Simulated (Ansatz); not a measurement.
# TeS2F2: the cost of one run

Computed with Ansatz 0.2.0 (DFT PBE, scalar-relativistic, plane waves, PAW, unless a step's input says otherwise).

## 1. The structure to begin with

It takes space group P4/mmm (No. 123, tetragonal). Conventional cell: a = 4.146 Å, b = 4.146 Å, c = 7.299 Å, α = 90.00°, β = 90.00°, γ = 90.00°. Te (site symmetry 4/mmm) has 8 S at 3.44 Å and 2 F at 3.65 Å as nearest neighbours. Around S (site symmetry 4mm) lie 1 F at 1.86 Å. F (site symmetry 4/mmm) is surrounded by 2 S at 1.86 Å. F (site symmetry 4/mmm) is surrounded by 4 F at 2.93 Å.

Structure file:

```cif
data_structure
_symmetry_space_group_name_H-M 'P 1'
_symmetry_Int_Tables_number 1
_cell_length_a 4.1465
_cell_length_b 4.1465
_cell_length_c 7.2988
_cell_angle_alpha 90.000
_cell_angle_beta 90.000
_cell_angle_gamma 90.000
_cell_volume 125.49
loop_
_atom_site_label
_atom_site_type_symbol
_atom_site_fract_x
_atom_site_fract_y
_atom_site_fract_z
_atom_site_occupancy
Te1 Te 0.50000 0.50000 0.00000 1
S1 S 0.00000 0.00000 0.24572 1
S2 S 0.00000 0.00000 0.75428 1
F1 F 0.00000 0.00000 0.50000 1
F2 F 0.50000 0.50000 0.50000 1
```

The cell is invented: random cell by space group and Wyckoff sites (P4/mmm, No. 123). The dimensions are guesses.

## 2. The guess as it stands, on a coarse mesh

Input file input.yaml:

```yaml
crystal:
  lattice:
    - [4.14646784, 0.0, 0.0]
    - [0.0, 4.14646784, 0.0]
    - [0.0, 0.0, 7.29884374]
  atoms:
    - { symbol: Te, position: [0.5, 0.5, 0.0] }
    - { symbol: S, position: [0.0, 0.0, 0.24571757] }
    - { symbol: S, position: [0.0, 0.0, 0.75428243] }
    - { symbol: F, position: [0.0, 0.0, 0.5] }
    - { symbol: F, position: [0.5, 0.5, 0.5] }
basis:
  ecutwfc: 420
kpoints:
  mp_grid: { grid: [4, 4, 4] }
hamiltonian:
  xc: pbe
scf:
  occupations: { method: gaussian, width: 0.1 }
  lower_state_search: "off"
output:
  forces: true
  stress: true
  eigenvalues: true
```

Command:

```sh
$ ansatz run input.yaml --threads 1 --pin off --max-ram 2560MiB --backend cpu --events-out ev --progress --plain --runs-dir out
```

Q: Estimate wall time and peak memory on 1 thread of Arm Neoverse V2, shared host.

About 3.3 s, with a peak of 0.36 GiB.
